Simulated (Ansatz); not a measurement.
# BeNaH (singlet): wave-function methods side by side at distance Be1–H3 = 1.216 Å, cc-pVTZ

One table from this session's results is given with a row withheld; the runs are named, their logs left out.

Computed with Ansatz 0.2.0, Gaussian basis. Level: cc-pVTZ, core rule «outside noble gas», up to 6 orbitals frozen.

To be run: UHF; CCSD(T) on RHF; BCCD(T) on RHF; CCSDT(Q) on RHF; Full CI.

34 further runs of the same task are left out: 22 for a known fault of the program, 10 that didn't finish, 2 set aside as unsound or not needed. Runs told in other sessions of the task aren't counted.

### What is computed

The geometry derives from a PBE0/def2-TZVP stationary point (not a proven minimum). One bond is set to the value named and the two fragments are kept rigid.

3 atoms, charge 0, spin multiplicity 1.

Atoms are counted from 1 here; the program's logs count them from 0.

Bond lengths: Be1–H3 1.216 Å.

The first run:

The input, in.yaml:

```yaml
crystal:
  periodic: [false, false, false]
  atoms:
    - {symbol: Be, position_ang: [0.000000, 0.000000, 0.487133]}
    - {symbol: Na, position_ang: [0.000000, 0.000000, -2.190267]}
    - {symbol: H, position_ang: [0.000000, 0.000000, 1.703133]}
basis:
  gaussian: {orbitals: cc-pVTZ}
magnetization: {spin_polarized: true, initial_magnetization: 0}
hamiltonian: {xc: hf}
output: {orbitals: {seedname: orbitals}}
```

The run is started by

```bash
ansatz run in.yaml --threads 1 --pin off --events-out ev --progress --plain --max-ram 2393MiB
```

Steps of the session up to this table: UHF; CCSD(T) on RHF; BCCD(T) on RHF; CCSDT(Q) on RHF; Full CI.

One table of the session follows, with a row left open; its other results are not shown here.

| method | from FCI (kcal/mol) |
| --- | --- |
| RHF | +50.05 |
| RMP2 | +12.43 |
| RCCSD | ? |
| RCCSD(T) | +0.23 |
| BCCD(T) | +0.23 |
| RCCSDT | +0.03 |
| RCCSDT(Q) | +0.01 |
| FCI | 0 |

Estimate the missing values for RCCSD.

**Answer.** from FCI (kcal/mol): +1.04. In the column «from FCI (kcal/mol)» it lies between BCCD(T) (+0.23) and RMP2 (+12.43).
